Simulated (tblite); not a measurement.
# C9H12: the cost of one run

Programs: tblite 0.8.0 and PySCF 2.14.0, with density-fitted response routines of our own. Each step states its level of theory. These are calculated values for one molecule in the gas phase, unless marked as measured. Atoms count from 0, in the outputs and in this text.

## (1) The molecule as given

21 atoms, charge 0, multiplicity 1; geometry from: force field or distance geometry start.

Bonds of the start (Å): C0–C1 1.21, C1–C2 1.48, C2–C3 1.50, C3–C4 1.52, C4–C5 1.50, C5–C6 1.33, C5–C7 1.50, C7–C8 1.51, C7–C2 1.51, C0–H9 1.05, C2–H10 1.09, C3–H11 1.09, C3–H12 1.12, C4–H13 1.11, C4–H14 1.09, C6–H15 1.09, C6–H16 1.09, C7–H17 1.11, C8–H18 1.12, C8–H19 1.11, C8–H20 1.11.

## (2) Relaxing the molecule with GFN2-xTB

Job settings and geometry (Å):

```
{"job": {"kind": "relax", "xc": "GFN2-xTB", "basis": "xTB"}, "charge": 0, "multiplicity": 1}
C      2.568100     2.043600    -0.868000
C      1.825500     1.272800    -0.301400
C      0.966300     0.316900     0.433800
C      1.392800    -1.080400     0.088000
C      0.116800    -1.874400     0.282700
C     -1.005000    -0.887000     0.208900
C     -2.276700    -1.140800     0.513000
C     -0.384500     0.398000    -0.245700
C     -1.187100     1.580000     0.231300
H      3.204200     2.725200    -1.351300
H      0.932000     0.543700     1.501200
H      1.787000    -1.143000    -0.921300
H      2.157900    -1.398300     0.843200
H     -0.023400    -2.648200    -0.507100
H      0.122100    -2.329800     1.276200
H     -3.056000    -0.386700     0.465200
H     -2.597700    -2.126700     0.848400
H     -0.309700     0.408600    -1.351500
H     -0.907900     2.508200    -0.334000
H     -2.268700     1.451500     0.024500
H     -1.064700     1.783700     1.317900
```

Command:

```sh
> OMP_NUM_THREADS=1 python probes_run.py task.json out
```

The driver reads the jobs from task.json and runs them one after another.

**Question.** How long does this first job take on 1 thread of Arm Neoverse N1, shared host?

About 1.3 s.
